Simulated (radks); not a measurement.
**Se²⁺ in [Ar] 3d9 4s2 4p2 4d1: an all-electron calculation**

One table from this session's results is given with a row withheld; the runs are named, their logs left out.

Method: Dirac Kohn-Sham, LDA (Slater exchange, Perdew-Wang correlation), spin-unpolarised, spherical densities, point nucleus; open shells are shared between the two j in proportion to 2j + 1. Code: radks (a radial shooting solver on a logarithmic mesh, Libxc functionals) version 1.

**The atom as given**

* element: selenium (Z = 34)
* charge: +2
* electrons: 32
* configuration: [Ar] 3d9 4s2 4p2 4d1

Outer shells as boxes (Hund's rule):

Se²⁺
```
[Ar] core
3d [↑↓][↑↓][↑↓][↑↓][↑ ]
4s [↑↓]
4p [↑ ][↑ ][  ]
4d [↑ ][  ][  ][  ][  ]
```

The first run:

Settings of this run:

```text
Z 34
configuration [Ar] 3d9 4s2 4p2 4d1 5s0 5p0
relativity Dirac
functional lda,pw
spin unpolarised
j_filling average
nucleus point
c 137.035999084
```

Started as:

```bash
python run_ks.py task.json out
```

All runs below come from this command, one after another.

Steps of the session up to this table: Self-consistent calculation.

One of the session's tables, all rows but one given; the rest of the session is left out.

It belongs to the step «Shells». Radial moments (bohr):

| level | <r> | outermost maximum (interpolated) | 90 % within | nodes |
| --- | --- | --- | --- | --- |
| 1s1/2 | 0.04414 | 0.0288 | 0.0789 | 0 |
| 2s1/2 | 0.1960 | 0.165 | 0.303 | 1 |
| 2p1/2 | 0.1686 | 0.130 | 0.276 | 0 |
| 2p3/2 | 0.1724 | 0.133 | 0.281 | 0 |
| 3s1/2 | 0.5702 | 0.501 | 0.849 | 2 |
| 3p1/2 | 0.5760 | 0.492 | 0.880 | 1 |
| 3p3/2 | 0.5862 | 0.501 | 0.895 | 1 |
| 3d3/2 | 0.6043 | 0.444 | 0.994 | 0 |
| 3d5/2 | 0.6081 | 0.446 | 1.000 | 0 |
| 4s1/2 | 1.602 | 1.41 | 2.35 | 3 |
| 4p1/2 | 1.827 | 1.57 | 2.72 | 2 |
| 4p3/2 | 1.856 | 1.60 | 2.76 | 2 |
| 4d3/2 | 2.774 | 2.29 | 4.25 | 1 |
| 4d5/2 | 2.785 | 2.30 | 4.27 | 1 |
| 5s1/2 | ? | ? | ? | ? |
| 5p1/2 | 4.519 | 4.20 | 6.48 | 3 |
| 5p3/2 | 4.569 | 4.25 | 6.55 | 3 |

Estimate the missing values for 5s1/2.

**Answer.** <r>: 3.862; outermost maximum (interpolated): 3.58; 90 % within: 5.52; nodes: 4. In the column «<r>» it lies between 4d5/2 (2.785) and 5p1/2 (4.519).
